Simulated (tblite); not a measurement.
# C2H10B2OSi: the cost of one run

Computed with tblite 0.8.0 and PySCF 2.14.0, with density-fitted response routines of our own, on a single molecule in the gas phase. Atoms are numbered from 0 throughout.

## Step 1: Starting geometry

16 atoms, charge 0, multiplicity 1; geometry from: force field or distance geometry start.

Bonds of the start (Å): B0–C1 1.61, C1–B2 1.59, B2–O3 1.48, O3–Si4 1.72, Si4–C5 1.85, B0–H6 1.18, B0–H7 1.20, C1–H8 1.09, C1–H9 1.11, B2–H10 1.19, Si4–H11 1.48, Si4–H12 1.47, C5–H13 1.11, C5–H14 1.12, C5–H15 1.10.

## Step 2: Relaxing the molecule with GFN2-xTB

Job settings and geometry (Å):

```
{"job": {"kind": "relax", "xc": "GFN2-xTB", "basis": "xTB"}, "charge": 0, "multiplicity": 1}
B      3.173400     0.362600     0.852600
C      2.117800    -0.489400    -0.005500
B      0.790900    -0.760200     0.831700
O     -0.242300     0.291700     0.996600
Si    -1.620600    -0.199300     0.097800
C     -3.090600     0.903300     0.340800
H      4.289200    -0.029100     0.853100
H      3.078100     1.549100     0.703800
H      1.891200     0.012000    -0.945100
H      2.612200    -1.455900    -0.246900
H      0.356000    -1.867400     0.720600
H     -1.199500    -0.165500    -1.323500
H     -2.052300    -1.565600     0.420900
H     -4.012300     0.304200     0.502100
H     -2.891900     1.539200     1.243900
H     -3.206700     1.579400    -0.519400
```

On the command line:

```
> OMP_NUM_THREADS=1 python probes_run.py task.json out
```

The driver reads the jobs from task.json and runs them one after another.

Q: Estimate the wall time and peak memory of this first job on 1 thread of Arm Neoverse N1, shared host.

About 1.6 s, with a peak of 0.18 GiB.
